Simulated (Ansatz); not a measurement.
# GaH3 (SMILES [H][Ga]([H])[H]) at 6 levels

Wanted: a comparison of 6 runs (B3LYP/STO-3G, PBE0/STO-3G, SVWN5/STO-3G, r2SCAN0/STO-3G, MP2/STO-3G, UCCSD(T)/STO-3G) of GaH3. 

The calculation is run with Ansatz 0.2.0.

81 further runs of the same task are left out: 49 that didn't finish, 32 set aside as unsound or not needed.

**1. The molecule**

GaH3 has 4 atoms, charge 0, and is taken as a singlet. As SMILES, `[H][Ga]([H])[H]`. The H3–Ga1 distance was set to 2.350 Å, away from the relaxed value. At this shape a bond of the SMILES string is far longer than usual.

Bond lengths: Ga1–H2 1.567 Å, Ga1–H4 1.566 Å. Angles: H2–Ga1–H4 120.0°.

**2. The energy at B3LYP/STO-3G (run 1)**

run.yaml

```yaml
crystal:
  periodic: [false, false, false]
  atoms:
    - {symbol: Ga, position_ang: [0.378688, -0.685448, 0.011230]}
    - {symbol: H, position_ang: [1.944938, -0.714648, 0.023320]}
    - {symbol: H, position_ang: [-0.757820, 1.371010, -0.018620]}
    - {symbol: H, position_ang: [-0.429262, -2.027438, 0.013920]}
basis:
  gaussian:
    orbitals: STO-3G
accuracy: high
hamiltonian:
  xc: {name: B3LYP}
```

The run is started by

```console
ansatz run run.yaml --threads 1 --pin off --max-ram 2610MiB --events-out events.jsonl --progress --plain --runs-dir runs
```

Standard output:

```text
Warning: RAYON_NUM_THREADS=1 ignored (pool sized by the plan → 1); use --threads N
Functional definition: B3LYP
  name "B3LYP"
  parameter a0 = 0.2
  parameter ax = 0.72
  parameter ac = 0.81
  exchange = (1 - a0 - ax)*slater_x + ax*b88_x + a0*exact_x
  correlation = (1 - ac)*vwn_rpa_c + ac*lyp_c
258 factors; integrals over basis functions are off by at most 5.8e-9 eV
mean field evaluation 1: about -51273.7807 eV, gradient 3.4e2 eV
mean field evaluation 2: about -51755.8468 eV, gradient 6.1e1 eV
mean field evaluation 4: about -51302.0383 eV, gradient 3.5e2 eV
mean field evaluation 8: about -51781.6271 eV, gradient 4.9e1 eV
mean field evaluation 16: about -51806.4691 eV, gradient 8.0e-1 eV
mean field evaluation 32: about -51806.4768 eV, gradient 1.2e-7 eV
mean field evaluation 64: about -51805.0698 eV, gradient 2.0e1 eV
mean field -51806.47680667 eV, -1903.8529069540 hartree, gradient 1.8e-8 eV, S^2 0.000000; 6 other end points of the search recorded, 0 dependent functions left out
reference -51806.47683245 eV, -1903.8529079015 hartree; 17, 17 occupied and 4, 4 virtual orbitals, 258 factors
Total energy: -51806.47683245 eV, -1903.8529079015 hartree
```

Wall time 2.2 s (1 thread of Arm Neoverse V1, shared host).

**3. The energy at PBE0/STO-3G (run 2)**

input.yaml

```yaml
crystal:
  periodic: [false, false, false]
  atoms:
    - symbol: Ga
      position_ang: [0.378688, -0.685448, 0.011230]
    - symbol: H
      position_ang: [1.944938, -0.714648, 0.023320]
    - symbol: H
      position_ang: [-0.757820, 1.371010, -0.018620]
    - symbol: H
      position_ang: [-0.429262, -2.027438, 0.013920]
basis:
  gaussian:
    orbitals: STO-3G
hamiltonian:
  xc: {name: PBE0}
accuracy: high
```

The run is started by

```console
ansatz run input.yaml --threads 1 --pin off --max-ram 2610MiB --events-out events.jsonl --progress --plain --runs-dir runs
```

Standard output:

```text
Warning: RAYON_NUM_THREADS=1 ignored (pool sized by the plan → 1); use --threads N
Functional definition: PBE0
  name "PBE0"
  parameter a = 0.25
  parameter kappa = 0.804
  parameter beta = 0.06672455060314922
  exchange = (1 - a)*pbe_x(kappa = kappa, mu = beta*pi^2/3) + a*exact_x
  correlation = pbe_c(beta = beta)
258 factors; integrals over basis functions are off by at most 5.8e-9 eV
mean field evaluation 1: about -51324.0237 eV, gradient 3.7e2 eV
mean field evaluation 2: about -51752.7570 eV, gradient 6.1e1 eV
mean field evaluation 4: about -51321.9987 eV, gradient 3.6e2 eV
mean field evaluation 8: about -51777.8322 eV, gradient 4.6e1 eV
mean field evaluation 16: about -51800.5955 eV, gradient 2.4e-1 eV
mean field evaluation 32: about -51800.5358 eV, gradient 1.2e-1 eV
mean field evaluation 64: about -51800.3783 eV, gradient 2.2e0 eV
mean field -51800.55211891 eV, -1903.6351786947 hartree, gradient 2.2e-8 eV, S^2 0.000000; 6 other end points of the search recorded, 0 dependent functions left out
reference -51800.55212026 eV, -1903.6351787444 hartree; 17, 17 occupied and 4, 4 virtual orbitals, 258 factors
Total energy: -51800.55212026 eV, -1903.6351787444 hartree
```

Run time: 2.6 s. Hardware: 1 thread of Arm Neoverse V1, shared host.

Runs 3 to 5 aren't shown in full; the table further down has their settings and results.

**4. A single-point energy at UCCSD(T)/STO-3G (run 6)**

job.yaml

```yaml
crystal:
  periodic: [false, false, false]
  atoms:
    - {symbol: Ga, position_ang: [0.378688, -0.685448, 0.011230]}
    - {symbol: H, position_ang: [1.944938, -0.714648, 0.023320]}
    - {symbol: H, position_ang: [-0.757820, 1.371010, -0.018620]}
    - {symbol: H, position_ang: [-0.429262, -2.027438, 0.013920]}
basis:
  gaussian: {orbitals: STO-3G}
magnetization: {spin_polarized: true, initial_magnetization: 0}
correlation: {method: ccsd_t, frozen_orbitals: {Ga: 9, H: 0}}
accuracy: high
scf: {omitted_lower_state_checks: [cluster_reference, increment]}
```

The run is started by

```console
ansatz run job.yaml --threads 1 --pin off --max-ram 2610MiB --events-out events.jsonl --progress --plain --runs-dir runs
```

Standard output:

```text
Warning: RAYON_NUM_THREADS=1 ignored (pool sized by the plan → 1); use --threads N
[... 20 lines left out ...]
9 core orbitals not correlated: weight in the atoms' cores, before any rotation towards them, 0.999 or more for the frozen orbitals, at most 0.001 for the correlated occupied ones
[... 283 lines left out ...]
Total energy: -51773.93795739 eV, -1902.6571262984 hartree
Checks for a lower state left out: cluster_reference, increment
```

It took 2 s on 1 thread of Arm Neoverse V1, shared host.

**5. All runs side by side**

```tsv
run	level	frozen core orbitals	energy (Eh)	wall time
1	B3LYP/STO-3G	–	-1903.852908	2.2 s
2	PBE0/STO-3G	–	-1903.635179	2.6 s
3	SVWN5/STO-3G	–	-1900.609698	0.93 s
4	r2SCAN0/STO-3G	–	-1903.934212	6.9 s
5	MP2/STO-3G	9	-1902.507532	0.4 s
6	UCCSD(T)/STO-3G	9	-1902.657126	2 s
```

**6. Results**

| quantity | value |
| --- | --- |
| run 6: total energy | -1902.65713 Eh |
| run 6: correlation energy (9 core orbitals frozen) | -64.6 mEh |
| run 6: (T) correction | -0.92 mEh |
| run 6: ⟨S²⟩ of the reference determinant | 1.598 |
| run 6: T1 diagnostic | 0.054 |

In words: Totals of different functionals can't be ranked against each other. In run 5 the log says that unrestricted orbitals would lower the reference, so the values rest on an unstable closed-shell determinant (other closed-shell runs at this shape may share the fault). In runs 1, 2, 3, 4, 5, 6 the basis is minimal, so the values are rough. Spin contamination of the reference: run 6 ⟨S²⟩ = 1.60. Where it is this large, the reference is a mixture of spin states, and values that rest on it are in doubt. All runs together took 15 s, the longest 6.9 s.
